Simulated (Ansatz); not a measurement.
**ClH₇NSi₃ radical: basis-set convergence**

One table from this session's results is given with a row withheld; the runs are named, their logs left out.

Computed with Ansatz 0.2.0, Gaussian basis. Level: one geometry, several basis sets.

The runs, in order: PBE0-D4/def2-SVP; ωB97M-V/def2-SVP; PBE0-D4/def2-QZVPP; ωB97M-V/def2-QZVPP; the functionals' def2-TZVPP values are taken from earlier runs.

## Structure used throughout

All runs share one geometry, relaxed beforehand with PBE0-D4 in a triple-zeta def2 set.

SMILES `[SiH2]N([SiH3])[SiH2]Cl`, 12 atoms, charge 0, spin multiplicity 2.

Atoms are counted from 1 here; the program's logs count them from 0.

Bond lengths: Si1–N2 1.744 Å, Si1–H6 1.492 Å, Si1–H7 1.492 Å, N2–Si3 1.749 Å, N2–Si4 1.721 Å, Si3–H8 1.485 Å, Si3–H9 1.485 Å, Si3–H10 1.485 Å, Si4–Cl5 2.057 Å, Si4–H11 1.478 Å, Si4–H12 1.480 Å. Angles: N2–Si1–H6 106.8°, N2–Si1–H7 110.1°, H6–Si1–H7 110.7°, Si1–N2–Si3 118.9°, Si1–N2–Si4 120.6°, Si3–N2–Si4 120.1°, N2–Si3–H8 107.6°, N2–Si3–H9 110.4°, N2–Si3–H10 110.3°, H8–Si3–H9 109.8°, H8–Si3–H10 109.9°, H9–Si3–H10 108.8°, N2–Si4–Cl5 111.6°, N2–Si4–H11 110.5°, N2–Si4–H12 108.5°, Cl5–Si4–H11 106.5°, Cl5–Si4–H12 107.4°, H11–Si4–H12 112.4°.

Set-up of the first run:

Contents of in.yaml:

```yaml
crystal:
  periodic: [false, false, false]
  atoms:
    - {symbol: Si, position_ang: [-1.184667, -0.323420, -1.502011]}
    - {symbol: N, position_ang: [-0.116617, -0.000098, -0.162336]}
    - {symbol: Si, position_ang: [0.050769, -1.203894, 1.095330]}
    - {symbol: Si, position_ang: [0.896934, 1.390576, -0.165534]}
    - {symbol: Cl, position_ang: [2.823543, 0.923147, -0.714389]}
    - {symbol: H, position_ang: [-2.076702, -1.443772, -1.081881]}
    - {symbol: H, position_ang: [-1.984712, 0.893299, -1.826190]}
    - {symbol: H, position_ang: [1.172569, -0.783554, 1.972523]}
    - {symbol: H, position_ang: [0.345303, -2.533555, 0.503829]}
    - {symbol: H, position_ang: [-1.201074, -1.299671, 1.887941]}
    - {symbol: H, position_ang: [0.977963, 1.975733, 1.189712]}
    - {symbol: H, position_ang: [0.373592, 2.350009, -1.162994]}
basis:
  gaussian: {orbitals: def2-SVP}
magnetization: {spin_polarized: true, initial_magnetization: 1}
hamiltonian: {xc: pbe0, dispersion: d4}
output: {orbitals: {seedname: orbitals}}
```

Steps of the session up to this table: PBE0-D4 in def2-SVP; ωB97M-V in def2-SVP; PBE0-D4 in def2-QZVPP; ωB97M-V in def2-QZVPP.

One table of the session follows, with a row left open; its other results are not shown here.

It belongs to the step «Density functionals: the series». 

```
functional       basis  HOMO (eV)  LUMO (eV)
   PBE0-D4    def2-SVP      -5.97      -2.33
   PBE0-D4  def2-TZVPP      -6.03      -2.39
   PBE0-D4  def2-QZVPP      -6.05      -2.42
   ωB97M-V    def2-SVP          ?          ?
   ωB97M-V  def2-TZVPP      -7.82      -0.82
   ωB97M-V  def2-QZVPP      -7.84      -0.89
```

**Question.** Estimate the row for ωB97M-V, def2-SVP.

The run gave: HOMO (eV): -7.73; LUMO (eV): -0.68. In the column «HOMO (eV)» it lies between ωB97M-V, def2-TZVPP (-7.82) and PBE0-D4, def2-QZVPP (-6.05).
